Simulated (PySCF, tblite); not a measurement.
# 2,3-difluorobenzoyl chloride (C₇H₃ClF₂O): geometry, infrared bands and NMR shifts

Aim: predict the infrared bands and NMR shifts of 2,3-difluorobenzoyl chloride (C₇H₃ClF₂O) (`O=C(Cl)c1cccc(F)c1F`).

The runs use tblite 0.8.0 and PySCF 2.14.0, with density-fitted response routines of our own; the level of theory stands in each step. All values are computed, except where a source is named. Atoms count from 0, in the outputs and in this text.

### Step 1. The starting structure

14 atoms, charge 0, multiplicity 1; geometry from: force field or distance geometry start.

Bonds of the start (Å): O0–C1 1.28, C1–Cl2 1.73, C1–C3 1.45, C3–C4 1.39, C4–C5 1.38, C5–C6 1.38, C6–C7 1.38, C7–F8 1.37, C7–C9 1.37, C9–F10 1.37, C9–C3 1.38, C4–H11 1.07, C5–H12 1.09, C6–H13 1.08.

### Step 2. Geometry optimisation with GFN2-xTB

The job: settings as JSON, then the geometry in Å.

```
{"job": {"kind": "relax", "xc": "GFN2-xTB", "basis": "xTB"}, "charge": 0, "multiplicity": 1}
O      2.628600    -1.515300     0.752900
C      2.238200    -0.319000     0.521800
Cl     3.407400     0.950000     0.640900
C      0.832600    -0.144000     0.191600
C     -0.041300    -1.220500     0.139200
C     -1.378100    -1.075100    -0.182100
C     -1.899800     0.173400    -0.445100
C     -1.028100     1.246500    -0.370900
F     -1.585000     2.464100    -0.640000
C      0.302100     1.110400    -0.059400
F      1.121300     2.206500    -0.012900
H      0.354700    -2.196000     0.335400
H     -2.003000    -1.964900    -0.203300
H     -2.950300     0.283500    -0.690200
```

On the command line:

```bash
> OMP_NUM_THREADS=1 python probes_run.py task.json out
```

One launch serves the whole session: the jobs run in the order shown.

**Question.** This job is followed by: GFN2-xTB harmonic vibrations, gas phase; GIAO PBE0/pcSseg-1 NMR shielding, non-relativistic, gas phase. Predict these results of the whole session: strongest single infrared mode (GFN2-xTB); zero-point energy (GFN2-xTB); ¹³C shifts against TMS (PBE0/pcSseg-1); ¹H shifts against TMS (PBE0/pcSseg-1); ¹⁷O shifts against H2O (PBE0/pcSseg-1); ³⁵Cl shifts against HCl (PBE0/pcSseg-1); ¹⁹F shifts against CFCl3 (PBE0/pcSseg-1).

**Answer**, as computed:

```
                                 quantity                                                value
strongest single infrared mode (GFN2-xTB)                                1765 cm⁻¹, 346 km/mol
             zero-point energy (GFN2-xTB)                                        51.0 kcal/mol
   ¹³C shifts against TMS (PBE0/pcSseg-1)  173.4, 162.3, 162.2, 134.6, 131.7, 128.9, 126.7 ppm
    ¹H shifts against TMS (PBE0/pcSseg-1)                                 8.25, 7.78, 7.49 ppm
   ¹⁷O shifts against H2O (PBE0/pcSseg-1)                                            580.3 ppm
  ³⁵Cl shifts against HCl (PBE0/pcSseg-1)                                              479 ppm
 ¹⁹F shifts against CFCl3 (PBE0/pcSseg-1)                                   -137.1, -140.0 ppm
```

In words: Over 17 steps the energy fell by 0.428 eV; of the close pairs, O0–C1 changed most, 1.279 to 1.192 Å. The lowest mode is imaginary (30i cm⁻¹), so the xTB geometry is not a minimum. The strongest single mode, at 1765 cm⁻¹, moves mainly C1 and O0. GFN2-xTB is a fitted tight-binding method: band positions and strengths are rough. Its intensities can rank the bands wrongly. At PBE0/pcSseg-1: The widest tensor belongs to O0: span 919 ppm, with a paramagnetic part of -642 ppm. NICS(1)zz of -25 ppm above the planar ring from C3 marks a diatropic (aromatic) ring current.
